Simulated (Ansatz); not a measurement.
# F3H2InSe: small, medium and large basis sets

An exercise on one series of results from a longer session: the logs are not shown, and one member is left open.

Program: Ansatz 0.2.0, Gaussian basis. Level of theory: one geometry, several basis sets. These are calculated values, not measurements.

The runs, in order: PBE0-D4/def2-SVP; ωB97M-V/def2-SVP; PBE0-D4/def2-QZVPP; ωB97M-V/def2-QZVPP; the functionals' def2-TZVPP values are taken from earlier runs.

## The geometry

An earlier PBE0-D4 in a triple-zeta def2 set relaxation fixed the geometry. In takes the def2 core potential; no spin-orbit term is included.

SMILES `[F][In-]([F])([F])[SeH2+]`, 7 atoms, charge 0, spin multiplicity 1.

Atoms are counted from 1 here; the program's logs count them from 0.

Bond lengths: F1–In2 1.936 Å, In2–F3 1.946 Å, In2–F4 1.946 Å, In2–Se5 2.784 Å, Se5–H6 1.471 Å, Se5–H7 1.471 Å. Angles: F1–In2–F3 118.5°, F1–In2–F4 118.6°, F1–In2–Se5 105.5°, F3–In2–F4 117.2°, F3–In2–Se5 94.1°, F4–In2–Se5 94.2°, In2–Se5–H6 88.5°, In2–Se5–H7 88.5°, H6–Se5–H7 91.8°.

Set-up of the first run:

File in.yaml:

```yaml
crystal:
  periodic: [false, false, false]
  atoms:
    - {symbol: F, position_ang: [-0.889859, -2.019883, 1.546169]}
    - {symbol: In, position_ang: [0.214460, -1.068141, 0.271661]}
    - {symbol: F, position_ang: [1.954667, -0.417787, 0.852067]}
    - {symbol: F, position_ang: [-0.003738, -1.457269, -1.622740]}
    - {symbol: Se, position_ang: [-0.895983, 1.478404, 0.083809]}
    - {symbol: H, position_ang: [0.460331, 2.036185, 0.202685]}
    - {symbol: H, position_ang: [-0.778680, 1.380494, -1.379550]}
basis:
  gaussian: {orbitals: def2-SVP}
hamiltonian: {xc: pbe0, dispersion: d4}
output: {orbitals: {seedname: orbitals}}
```

Run with:

```console
$ ansatz run in.yaml --threads 4 --pin off --events-out ev --progress --plain --max-ram 10444MiB
```

Steps of the session up to this table: PBE0-D4 in def2-SVP; ωB97M-V in def2-SVP; PBE0-D4 in def2-QZVPP; ωB97M-V in def2-QZVPP.

One table of the session follows, with a row left open; its other results are not shown here.

It belongs to the step «Functionals by basis». 

| functional | basis | HOMO (eV) | LUMO (eV) |
| --- | --- | --- | --- |
| PBE0-D4 | def2-SVP | -9.30 | -1.82 |
| PBE0-D4 | def2-TZVPP | -9.47 | -2.08 |
| PBE0-D4 | def2-QZVPP | -9.49 | -2.14 |
| ωB97M-V | def2-SVP | -11.46 | 0.23 |
| ωB97M-V | def2-TZVPP | ? | ? |
| ωB97M-V | def2-QZVPP | -11.65 | -0.32 |

**Question.** Estimate the row for ωB97M-V, def2-TZVPP.

As computed: HOMO (eV): -11.63; LUMO (eV): -0.13. In the column «HOMO (eV)» it lies between ωB97M-V, def2-QZVPP (-11.65) and ωB97M-V, def2-SVP (-11.46).
